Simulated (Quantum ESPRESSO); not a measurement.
SnSe2:

```
Sn Se
1.0
     3.81100    0.00000    0.00000
    -1.90550    3.30042    0.00000
     0.00000    0.00000    6.13600
Sn Se
1 2
Direct
  0.00000 0.00000 0.00000
  0.66667 0.33333 0.75100
  0.33333 0.66667 0.24900
```

* Program: Quantum ESPRESSO 7.5
* Task: relaxation of cell and atoms
* Functional: PBEsol
* Dispersion: rVV10
* Potentials or basis: GBRV 1.5 PBEsol
* Cutoff: 925 eV
* Density cutoff: 7401 eV
* k mesh: 7 × 7 × 4
* Occupations: fermi-dirac, width 0.05 eV
* Spin: no spin polarisation

At the start: pressure 0.3 GPa; volume 25.73 Å³/atom.

Problem. Where does the relaxation end?

Solution. Over 28 steps the energy falls by 30.7 meV/atom and the volume is 23.73 Å³/atom (-7.8 %); space group P-3m1 (No. 164, to 0.05 Å).

The path:
```csv
step,energy change (eV),largest force (eV/Å),pressure (GPa),volume (Å³)
1,0.0000,0.6583,0.32,77.18
2,-0.0088,0.5801,0.01,77.22
3,-0.0224,0.4389,-0.50,77.25
4,-0.0350,0.2626,-1.10,77.21
5,-0.0437,0.0892,-1.55,76.96
6,-0.0493,0.0423,-1.78,76.43
7,-0.0546,0.1105,-1.60,75.62
8,-0.0604,0.1139,-1.09,74.61
9,-0.0659,0.0540,-0.24,73.38
10,-0.0682,0.0483,0.83,72.11
11,-0.0688,0.0455,0.79,72.15
12,-0.0698,0.0401,0.69,72.21
13,-0.0712,0.0330,0.59,72.30
14,-0.0729,0.0249,0.44,72.42
15,-0.0747,0.0171,0.28,72.54
16,-0.0766,0.0110,0.11,72.68
17,-0.0783,0.0079,-0.08,72.81
18,-0.0801,0.0096,-0.22,72.93
19,-0.0819,0.0182,-0.35,73.02
20,-0.0836,0.0351,-0.41,73.06
21,-0.0851,0.0590,-0.43,73.02
22,-0.0865,0.0855,-0.36,72.90
23,-0.0878,0.1053,-0.27,72.68
24,-0.0893,0.1084,-0.18,72.39
25,-0.0909,0.0872,-0.11,72.04
26,-0.0921,0.0398,-0.09,71.64
27,-0.0922,0.0219,-0.05,71.18
28,-0.0922,0.0204,-0.04,71.18
```

Final structure:
```yaml
crystal:
  lattice:
    - [3.79603, 0.00000, 0.00000]
    - [-1.89802, 3.28746, 0.00000]
    - [0.00000, 0.00000, 5.70396]
  atoms:
    - { symbol: Sn, position: [0.00000, 0.00000, 0.00000] }
    - { symbol: Se, position: [0.66667, 0.33333, 0.72103] }
    - { symbol: Se, position: [0.33333, 0.66667, 0.27897] }
```

Caveat: rVV10's parameter b was fitted to another functional.
